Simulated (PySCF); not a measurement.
# The bond of BiSe, level by level

One job finds the state of BiSe, follows it along the bond with each method and fits the curves.

Method: Bi x2c-TZVPPall, Se x2c-TZVPPall, spin-free X2C with a Gaussian nucleus; program: PySCF 2.14.0.

### Step 1. Input

The job is set up so:

```
atoms                         : Bi, Se
charge                        : 0
basis                         : Bi x2c-TZVPPall, Se x2c-TZVPPall
Hamiltonian                   : spin-free X2C with a Gaussian nucleus
basis functions               : 131
electrons treated             : 117
masses in u                   : 208.9804, 79.9165
levels                        : PBE0, PBE, r²SCAN, revPBE, M06-2X, TPSSh, BLYP, LC-ωPBE, HF, MP2, SCS-MP2
grid                          : 80 radial by 434 angular points
occupations                   : held fixed by the projection of orbital angular momentum
dissociation limit            : Bi + Se, each in its ground configuration
starting distance in angstrom : 2.575
values of 2S to try           : 1, 3, 5
```

Started as:

```
$ OMP_NUM_THREADS=2 python dia.py task.json out
```

After this run come: First curve: PBE0; Higher solutions at PBE0; PBE (GGA); r²SCAN (meta-GGA); revPBE; M06-2X; TPSSh (hybrid meta-GGA); BLYP; LC-ωPBE; UHF.

What does the calculation give? Wanted: for each run, Re; ωe; De; μ.

As calculated:

Lowest PBE0 solution found, without spin–orbit coupling: doublet, unpaired electrons π ↑. State 2 has its PBE0 minimum 1.09 eV higher. State 3 has its PBE0 minimum 1.42 eV higher, as a spin-mixed determinant (⟨S²⟩ = 1.76), so this is no gap between pure states. The other levels ran on the lowest alone.

| level | Re (Å) | ωe (cm⁻¹) | De (eV) | μ (D) |
| --- | --- | --- | --- | --- |
| PBE | 2.436 | 281.5 | 3.44 | -2.39 |
| revPBE | 2.444 | 278.0 | 3.14 | -2.47 |
| BLYP | 2.464 | 268.8 | 3.42 | -2.39 |
| r²SCAN | 2.412 | 292.4 | 3.04 | -2.58 |
| TPSSh | 2.416 | 292.3 | 3.15 | -2.60 |
| PBE0 | 2.405 | 296.7 | 2.93 | -2.64 |

De is counted to Bi + Se in their ground configurations. A positive dipole means Bi(−)Se(+). No constants: UHF (the points don't follow one smooth fit); UHF-MP2 (the points don't follow one smooth fit); UHF-SCS-MP2 (the points don't follow one smooth fit); M06-2X (the points don't follow one smooth fit); LC-ωPBE (the points don't follow one smooth fit).

Bond lengths run from 2.405 Å (PBE0) to 2.464 Å (BLYP). Of the levels with a De here, PBE0 gives the least (2.93 eV) and PBE the most (3.44 eV).

Correlated steps freeze 43 core orbitals. Spin–orbit coupling is left out, which matters for elements this heavy, above all for dissociation energies. At some levels the lowest empty orbital lies below the highest filled one (the two can be of opposite spin). With spin–orbit coupling the term label itself may not hold.
